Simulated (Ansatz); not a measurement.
Run this with the Ansatz DFT code, driven from Python and show what comes out.

Script `c2h3nse_freq.py`:
```python
'''Harmonic frequencies of C2H3NSe at its relaxed geometry.'''

import itertools
import warnings

import ansatz as az
from ase import Atoms
from ase.data import atomic_numbers, covalent_radii
from ase.thermochemistry import IdealGasThermo
import numpy as np

warnings.simplefilter('ignore', az.DeckWarning)

molecule = (
    az.Crystal.molecule()
    .atom('C', (0.2641, 0.8839, 0.1108))
    .atom('N', (0.3874, -0.4186, 0.6308))
    .atom('C', (-0.1843, -1.428, 0.0737))
    .atom('Se', (-0.9604, -2.967, -0.7463))
    .atom('H', (-0.4288, 0.923, -0.8247))
    .atom('H', (-0.2511, 1.5872, 0.8728))
    .atom('H', (1.2343, 1.3515, -0.1629))
)

model = (
    molecule.calculation()
    .basis(gaussian='def2-SVP')
    .functional('B3LYP')
)
symbols = [site.symbol for site in molecule.cartesian_sites]
start = np.array([site.position_ang for site in molecule.cartesian_sites], dtype=float)
summary = model.relax(force_tolerance=0.003).run().report
end = np.array(summary['positions_ang'])

# pairs closer than 1.2 times the sum of covalent radii, before or after
radius = [covalent_radii[atomic_numbers[s]] for s in symbols]
span = lambda where, i, j: np.linalg.norm(where[i] - where[j])
bonded = [(i, j) for i, j in itertools.combinations(range(len(symbols)), 2) if min(span(start, i, j), span(end, i, j)) < 1.2 * (radius[i] + radius[j])]
print('pair        before    after (A)')
for i, j in bonded:
    print(f'{symbols[i]}{i}-{symbols[j]}{j}'.ljust(10), f'{span(start, i, j):8.4f} {span(end, i, j):8.4f}')
for first, second in list(itertools.combinations(bonded, 2)):
    shared = set(first) & set(second)
    if shared and symbols[(j := shared.pop())] != 'H':
        i, k = sorted((set(first) | set(second)) - {j})
        u, v = end[i] - end[j], end[k] - end[j]
        angle = np.degrees(np.arccos(np.clip(u @ v / np.linalg.norm(u) / np.linalg.norm(v), -1, 1)))
        print(f'final angle {symbols[i]}{i}-{symbols[j]}{j}-{symbols[k]}{k}: {angle:.2f} deg')

# same settings at the minimum
minimum = az.Crystal.molecule()
for symbol, place in zip(symbols, end):
    minimum = minimum.atom(symbol, place.tolist())
vibrating = (
    minimum.calculation()
    .basis(gaussian='def2-SVP')
    .functional('B3LYP')
    .phonons(temperatures=(200, 600, 100))
)
vib = vibrating.run().report['vibrations']
sums = vib['harmonic_sums']
modes = [m['omega_inv_cm'] for m in sums['modes_at_gamma'] if m['rigid_motion'] == 'no']
print('frequencies (1/cm):', ' '.join(f'{w:.0f}' for w in modes))
print('imaginary modes:', sum(w < 0 for w in modes), ' zero-point energy:', round(sums['zero_point_energy_ev'], 4), 'eV')
# rigid rotor and ideal gas, symmetry number taken as one
gas = IdealGasThermo(vib_energies=[w / 8065.544 for w in modes if w > 0], geometry='linear' if len(modes) == 3 * len(symbols) - 5 else 'nonlinear',
                     atoms=Atoms(symbols, positions=end), symmetrynumber=1, spin=0.0)
print(f'H(298 K) - E = {gas.get_enthalpy(298.15, verbose=False):.4f} eV')
print(f'S(298 K, 1 bar) = {96485.33 * gas.get_entropy(298.15, 1e5, verbose=False):.1f} J/(mol K) with symmetry number 1')

# all hydrogen replaced by deuterium
heavier = vibrating.phonons(masses={'H': 2.014102}).run().report['vibrations']['harmonic_sums']
print('deuterated (1/cm):', ' '.join(f'{m["omega_inv_cm"]:.0f}' for m in heavier['modes_at_gamma'] if m['rigid_motion'] == 'no'))
print('zero-point energy falls by', round(sums['zero_point_energy_ev'] - heavier['zero_point_energy_ev'], 4), 'eV')
```

```console
$ python c2h3nse_freq.py
pair        before    after (A)
C0-N1        1.4079   1.4074
C0-H4        1.1648   1.1031
C0-H5        1.1579   1.1031
C0-H6        1.1112   1.1031
N1-C2        1.2869   1.1818
C2-Se3       1.9087   1.7430
final angle N1-C0-H4: 110.66 deg
final angle N1-C0-H5: 110.66 deg
final angle N1-C0-H6: 110.66 deg
final angle C0-N1-C2: 179.96 deg
final angle H4-C0-H5: 108.25 deg
final angle H4-C0-H6: 108.25 deg
final angle H5-C0-H6: 108.25 deg
final angle N1-C2-Se3: 180.00 deg
frequencies (1/cm): 62 62 411 411 505 1111 1127 1127 1439 1458 1458 2278 3012 3095 3096
imaginary modes: 0  zero-point energy: 1.2802 eV
H(298 K) - E = 1.4517 eV
S(298 K, 1 bar) = 317.8 J/(mol K) with symmetry number 1
deuterated (1/cm): 57 57 410 410 484 879 879 1005 1046 1046 1175 2160 2277 2297 2297
zero-point energy falls by 0.2587 eV
```

What to keep in mind:
- The frequencies are harmonic and unscaled, in a modest basis. The result belongs to the one conformer reached from this start, and soft torsions count as harmonic oscillators.
- b3lyp holds the VWN-RPA fit, as in Gaussian; the form of ORCA and Turbomole is b3lyp5.
- The entropy takes a symmetry number of 1; a symmetric molecule's is lower by R ln(sigma).
- Wall time of the script: 4.2 min on 1 thread of Arm Neoverse V1, on a shared host, peak memory 0.31 GiB.

(Lines on the test bed's own set-up are left out of the output.)
